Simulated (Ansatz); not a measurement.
**CHGeO+ (triplet): the correlation ladder, cc-pVTZ**

One table from this session's results is given with a row withheld; the runs are named, their logs left out.

The runs use Ansatz 0.2.0, Gaussian basis; cc-pVTZ, core rule «outside noble gas», up to 16 orbitals frozen.

To be run: UHF; CCSD(T) on ROHF; CCSD(T) on UHF; BCCD(T) on ROHF; CCSDT(Q) on ROHF; CCSDT(Q) on UHF.

3 further runs of the same task are left out: 3 set aside as unsound or not needed.

## The geometry

The geometry is a PBE0/def2-TZVP stationary point (not a proven minimum) of the parent state, kept for this charge and spin. No spin-orbit coupling is included. The filled d shell of Ge may be among the frozen orbitals whatever the setting's name suggests; the logs give the count.

4 atoms, charge 1, spin multiplicity 3.

Atoms are counted from 1 here; the program's logs count them from 0.

Bond lengths: Ge1–C2 1.774 Å, C2–O3 1.290 Å, O3–H4 0.971 Å. Angles: Ge1–C2–O3 175.6°, C2–O3–H4 111.6°.

Geometry (Å):

```
atom   x (Å)    y (Å)    z (Å)
 Ge1  0.0000  -0.1604   2.0812
  C2  0.0000  -0.1673   0.3069
  O3  0.0000  -0.2714  -0.9792
  H4  0.0000   0.5992  -1.4089
```

Set-up of the first run:

The input, in.yaml:

```yaml
crystal:
  periodic: [false, false, false]
  atoms:
    - {symbol: Ge, position_ang: [-0.000004, -0.160430, 2.081234]}
    - {symbol: C, position_ang: [0.000037, -0.167331, 0.306926]}
    - {symbol: O, position_ang: [-0.000016, -0.271400, -0.979246]}
    - {symbol: H, position_ang: [-0.000016, 0.599161, -1.408914]}
basis:
  gaussian: {orbitals: cc-pVTZ}
total_charge: 1
magnetization: {spin_polarized: true, initial_magnetization: 2}
hamiltonian: {xc: hf}
output: {orbitals: {seedname: orbitals}}
```

The run is started by

```sh
ansatz run in.yaml --threads 1 --pin off --events-out ev --progress --plain --max-ram 4096MiB --backend cpu
```

Among the steps run: UHF; CCSD(T) on ROHF; CCSD(T) on UHF; BCCD(T) on ROHF; CCSDT(Q) on ROHF; CCSDT(Q) on UHF.

One of the session's tables, all rows but one given; the rest of the session is left out.

| method | from UCCSDT(Q) (meV) |
| --- | --- |
| ROHF | +12669.1 |
| UHF | +12497.0 |
| RMP2 | ? |
| UMP2 | +1217.9 |
| RCCSD | +610.4 |
| UCCSD | +603.7 |
| RCCSD(T) | +65.5 |
| UCCSD(T) | +65.2 |
| BCCD(T) | +61.7 |
| RCCSDT | +36.9 |
| UCCSDT | +34.0 |
| RCCSDT(Q) | +9.6 |
| UCCSDT(Q) | 0 |

Q: Estimate the row for RMP2 from the others.

As computed: from UCCSDT(Q) (meV): +1182.6. In the column «from UCCSDT(Q) (meV)» it lies between RCCSD (+610.4) and UMP2 (+1217.9).

To keep in mind: Restricted and unrestricted rows rest on different reference determinants; where their highest levels disagree by more than a few hundredths of an eV, they describe different states and don't form one ladder.
